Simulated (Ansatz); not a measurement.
# Sb: the cost of one run

Program: Ansatz 0.2.0. Level of theory: DFT PBEsol, scalar-relativistic, plane waves, PAW. These are calculated values, not measurements.

### Step 1. The starting structure

Symmetry: P6/mmm, No. 191, hexagonal system. Conventional cell: a = 3.349 Å, b = 3.349 Å, c = 3.129 Å, α = 90.00°, β = 90.00°, γ = 120.00°. Sb (site symmetry 6/mmm) has 8 Sb at 3.13 to 3.35 Å as nearest neighbours.

Structure file:

```xyz
1
Lattice="3.3490 0.0000 0.0000 -1.6745 2.9003 0.0000 0.0000 0.0000 3.1292" Properties=species:S:1:pos:R:3 pbc="T T T"
Sb    0.0000    0.0000    0.0000
```

This is candidate A: simple hexagonal type (P6/mmm, No. 191).

(A quick probe on a coarse mesh, which set the mesh and smearing, is not shown.)

### Step 3. A loose first relaxation (candidate A)

File input.yaml:

```yaml
crystal:
  lattice:
    - [3.3489704281, 0.0, 0.0]
    - [-1.674485214, 2.9002934672, 0.0]
    - [0.0, 0.0, 3.1291942438]
  atoms:
    - { symbol: Sb, position: [0.0, 0.0, 0.0] }
basis:
  ecutwfc: 420
kpoints:
  mp_grid: { grid: [6, 6, 6] }
hamiltonian:
  xc: pbesol
scf:
  occupations: { method: gaussian, width: 0.1 }
  lower_state_search: "off"
output:
  forces: true
  stress: true
  eigenvalues: true
relax:
  adjacent_minimum: "off"
  f_tol: 0.04
  max_steps: 70
  cell: { stress_tol: 0.4 }
```

**Question.** How long does this run take on 1 thread of an x86-64 CPU, shared host, and how much memory does it need?

About 2.2 s, with a peak of 0.34 GiB.
